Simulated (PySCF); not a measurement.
# C2H2B2Cl2F2: the cost of one run

Programs: PySCF 2.14.0, with density-fitted response routines of our own. Each step states its level of theory. These are calculated values for one molecule in the gas phase, unless marked as measured. Atoms count from 0, in the outputs and in this text.

### 1 The molecule as given

10 atoms, charge 0, multiplicity 1; geometry from: GFN2-xTB. The atoms were then displaced at random by about 0.01 Å, so the start is not that level's minimum.

Bonds of the start (Å): C0–C1 1.36, C1–B2 1.55, B2–F3 1.35, B2–F4 1.32, C1–B5 1.58, B5–Cl6 1.70, B5–Cl7 1.72, C0–H8 1.10, C0–H9 1.05.

### 2 Optimising the geometry at PBE0-D3(BJ)/def2-SVP

The job: settings as JSON, then the geometry in Å.

```
{"job": {"xc": "PBE0", "basis": "def2-SVP", "d3": "d3bj", "grid": 1, "shake": 0.01, "kind": "geom"}, "charge": 0, "multiplicity": 1}
C     -0.495290    -1.360070    -0.037000
C     -0.022750    -0.089540    -0.008110
B      1.519850     0.069920     0.087980
F      2.364240    -0.966990     0.259710
F      2.176690     1.209880    -0.011950
B     -0.988170     1.160130    -0.063040
Cl    -2.578720     0.963740    -0.643520
Cl    -0.471950     2.708130     0.471340
H     -1.577900    -1.514720    -0.096890
H      0.124430    -2.201410     0.020420
```

The run is started by

```sh
> OMP_NUM_THREADS=1 python probes_run.py task.json out
```

This one command runs all jobs of the session in turn.

**Question.** How long does this first job take on 1 thread of Arm Neoverse V1, shared host, and how much memory does it need?

About 63 s, with a peak of 0.55 GiB.
